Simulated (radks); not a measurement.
# Polarisabilities and dispersion coefficients of Cd, In⁺, Sn²⁺ and others

The task here is to estimate one member of a computed series from the others.

Program: radks (a radial shooting solver on a logarithmic mesh, Libxc functionals) version 1. Level of theory: scalar-relativistic Kohn-Sham, LDA (Slater exchange, VWN5 correlation), spin-polarised, spherical densities, finite nucleus. These are calculated values, not measurements, unless marked.

## What is computed

| Property | Result |
| --- | --- |
| species | Cd ([Kr] 4d10 5s2), In⁺ ([Kr] 4d10 5s2), Sn²⁺ ([Kr] 4d10 5s2), Sb³⁺ ([Kr] 4d10 5s2), Te⁴⁺ ([Kr] 4d10 5s2), I⁵⁺ ([Kr] 4d10 5s2), Xe⁶⁺ ([Kr] 4d10 5s2), Cs⁷⁺ ([Kr] 4d10 5s2), Ba⁸⁺ ([Kr] 4d10 5s2) |

The first run:

Settings of this run:

```text
Z 48
configuration [Kr] 4d10 5s2
relativity scalar-relativistic
functional lda,vwn5
spin polarised
nucleus finite rms 4.6087 fm
c 137.035999084
response adiabatic LDA kernel
```

Steps of the session up to this table: Cd, [Kr] 4d10 5s2; In⁺, [Kr] 4d10 5s2; Sn²⁺, [Kr] 4d10 5s2; Sb³⁺, [Kr] 4d10 5s2; Te⁴⁺, [Kr] 4d10 5s2; I⁵⁺, [Kr] 4d10 5s2; Xe⁶⁺, [Kr] 4d10 5s2; Cs⁷⁺, [Kr] 4d10 5s2; Ba⁸⁺, [Kr] 4d10 5s2.

One table of the session follows, with a row left open; its other results are not shown here.

| species | −ε(HOMO) (eV) | α (bohr³) | α uncoupled (bohr³) | C6 (hartree bohr⁶) | C8 (hartree bohr⁸) |
| --- | --- | --- | --- | --- | --- |
| Cd | 5.955 | 44.66 | 84.75 | 395.5 | 19522 |
| In⁺ | 15.303 | 22.76 | 43.77 | 155.4 | 4654 |
| Sn²⁺ | 26.532 | 14.37 | 27.31 | 80.62 | 1744 |
| Sb³⁺ | 39.397 | 10.01 | 18.74 | 47.79 | 807.8 |
| Te⁴⁺ | 53.775 | 7.400 | 13.64 | 30.70 | 424.8 |
| I⁵⁺ | 69.587 | 5.690 | 10.34 | 20.85 | 243.1 |
| Xe⁶⁺ | 86.783 | 4.502 | 8.081 | 14.74 | 148.0 |
| Cs⁷⁺ | ? | ? | ? | ? | ? |
| Ba⁸⁺ | 125.20 | 2.995 | 5.258 | 8.039 | 62.51 |

**Question.** Estimate the row for Cs⁷⁺.

As computed: −ε(HOMO) (eV): 105.33; α (bohr³): 3.640; α uncoupled (bohr³): 6.459; C6 (hartree bohr⁶): 10.75; C8 (hartree bohr⁸): 94.42. In the column «−ε(HOMO) (eV)» it lies between Xe⁶⁺ (86.783) and Ba⁸⁺ (125.20).

What this shows: Uncoupled leaves out the potential induced by the response; C8 is given only where no p, d or f shell is open. For heavy and open-shell atoms this level can miss by tens of per cent.
